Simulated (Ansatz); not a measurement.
**BLYP/def2-SVP run of C2H3ClSi (SMILES ClC1=C[SiH2]1)**

Aim: the vertical singlet–triplet gap of C2H3ClSi at BLYP/def2-SVP, from 2 runs. 

The results are computed with Ansatz 0.2.0.

57 further runs of the same task are left out: 57 set aside as unsound or not needed.

## (1) The structure to begin with

The species is C2H3ClSi (7 atoms), meant as a singlet with charge 0. SMILES: `ClC1=C[SiH2]1`. The shape is that of a PBE0-D4/def2-TZVP optimisation.

Bond lengths: Cl1–C2 1.700 Å, C2–C3 1.327 Å, C2–Si4 1.804 Å, C3–Si4 1.819 Å, C3–H5 1.082 Å, Si4–H6 1.482 Å, Si4–H7 1.482 Å. Some angles: Cl1–C2–C3 135.8°, Cl1–C2–Si4 155.1°, C3–C2–Si4 69.2°, C2–C3–Si4 67.9°, C2–Si4–C3 43.0°, C2–C3–H5 137.0°, Si4–C3–H5 155.1°, C2–Si4–H6 121.6°, C2–Si4–H7 121.6°, C3–Si4–H6 121.6°.

## (2) The energy at BLYP/def2-SVP

The input, in.yaml:

```yaml
crystal:
  periodic: [false, false, false]
  atoms:
    - {symbol: Cl, position_ang: [-1.169200, -2.293300, 0.411500]}
    - {symbol: C, position_ang: [-0.358000, -0.819900, 0.163200]}
    - {symbol: C, position_ang: [0.836800, -0.330000, 0.466700]}
    - {symbol: Si, position_ang: [-0.185900, 0.871600, -0.438900]}
    - {symbol: H, position_ang: [1.727500, -0.673800, 0.975600]}
    - {symbol: H, position_ang: [-0.837800, 2.011300, 0.248800]}
    - {symbol: H, position_ang: [0.047800, 1.166200, -1.872600]}
basis:
  gaussian:
    orbitals: def2-SVP
hamiltonian:
  xc: {name: BLYP}
accuracy: high
output: {orbitals: {seedname: orbitals}}
```

On the command line:

```bash
$ ansatz run in.yaml --threads 1 --pin off --max-ram 3480MiB --events-out events.jsonl --progress --plain --runs-dir runs
```

Log:

```text
Warning: RAYON_NUM_THREADS=1 ignored (pool sized by the plan → 1); use --threads N
Functional definition: BLYP
  name "BLYP"
  parameter beta = 0.0042
  parameter a = 0.04918
  parameter b = 0.132
  parameter c = 0.2533
  parameter d = 0.349
  exchange = b88_x(beta = beta)
  correlation = lyp_c(a = a, b = b, c = c, d = d)
1684 factors; integrals over basis functions are off by at most 3.6e-9 eV
mean field evaluation 1: about -22500.6921 eV, gradient 6.4e1 eV
mean field evaluation 2: about -22465.8475 eV, gradient 1.2e2 eV
mean field evaluation 4: about -22511.4160 eV, gradient 8.7e0 eV
mean field evaluation 8: about -22511.6704 eV, gradient 1.5e-1 eV
mean field evaluation 16: about -22511.6705 eV, gradient 4.2e-6 eV
mean field -22511.67052554 eV, -827.2886328552 hartree, gradient 5.1e-8 eV, S^2 0.000000; 0 other end points of the search recorded, 0 dependent functions left out
reference -22511.67057696 eV, -827.2886347449 hartree; 23, 23 occupied and 56, 56 virtual orbitals, 1684 factors
Total energy: -22511.67057696 eV, -827.2886347449 hartree
```

It took 4.2 s on 1 thread of Arm Neoverse V2, shared host; peak memory 0.19 GiB.

## (3) The triplet at the same level

The input, molecule.yaml:

```yaml
crystal:
  periodic: [false, false, false]
  atoms:
    - symbol: Cl
      position_ang: [-1.169200, -2.293300, 0.411500]
    - symbol: C
      position_ang: [-0.358000, -0.819900, 0.163200]
    - symbol: C
      position_ang: [0.836800, -0.330000, 0.466700]
    - symbol: Si
      position_ang: [-0.185900, 0.871600, -0.438900]
    - symbol: H
      position_ang: [1.727500, -0.673800, 0.975600]
    - symbol: H
      position_ang: [-0.837800, 2.011300, 0.248800]
    - symbol: H
      position_ang: [0.047800, 1.166200, -1.872600]
basis:
  gaussian:
    orbitals: def2-SVP
total_charge: 0
magnetization:
  spin_polarized: true
  initial_magnetization: 2
hamiltonian:
  xc: {name: BLYP}
accuracy: high
output:
  orbitals: {seedname: orbitals}
```

On the command line:

```bash
$ ansatz run molecule.yaml --threads 1 --pin off --max-ram 3480MiB --events-out events.jsonl --progress --plain --runs-dir runs
```

Log:

```text
Warning: RAYON_NUM_THREADS=1 ignored (pool sized by the plan → 1); use --threads N
Functional definition: BLYP
  name "BLYP"
  parameter beta = 0.0042
  parameter a = 0.04918
  parameter b = 0.132
  parameter c = 0.2533
  parameter d = 0.349
  exchange = b88_x(beta = beta)
  correlation = lyp_c(a = a, b = b, c = c, d = d)
1684 factors; integrals over basis functions are off by at most 3.6e-9 eV
mean field evaluation 1: about -22484.6242 eV, gradient 6.2e1 eV
mean field evaluation 2: about -22396.3296 eV, gradient 1.3e2 eV
mean field evaluation 4: about -22500.1965 eV, gradient 2.7e1 eV
mean field evaluation 8: about -22507.0135 eV, gradient 2.5e-1 eV
mean field evaluation 16: about -22507.0051 eV, gradient 2.4e-4 eV
mean field evaluation 32: about -22504.2405 eV, gradient 1.1e1 eV
mean field evaluation 64: about -22506.3158 eV, gradient 4.9e0 eV
mean field -22507.00513512 eV, -827.1171829197 hartree, gradient 3.9e-8 eV, S^2 2.008133; 6 other end points of the search recorded, 0 dependent functions left out
reference -22507.00518678 eV, -827.1171848181 hartree; 24, 22 occupied and 55, 57 virtual orbitals, 1684 factors
Total energy: -22507.00518678 eV, -827.1171848181 hartree
```

It took 14 s on 1 thread of Arm Neoverse V2, shared host; peak memory 0.24 GiB.

## (4) Summary of results

Level: BLYP/def2-SVP.

| quantity | value |
| --- | --- |
| singlet: total energy | -827.28863 Eh |
| singlet: HOMO energy | -6.25 eV |
| singlet: LUMO energy | -0.97 eV |
| singlet: HOMO–LUMO gap | 5.29 eV |
| triplet: total energy | -827.11718 Eh |
| triplet: HOMO energy (highest over α and β) | -1.65 eV |
| triplet: ⟨S²⟩ | 2.008 |
| vertical energy of the triplet above the singlet | 4.665 eV |

What this shows: At this shape the triplet lies 4.67 eV (108 kcal/mol) above the singlet.
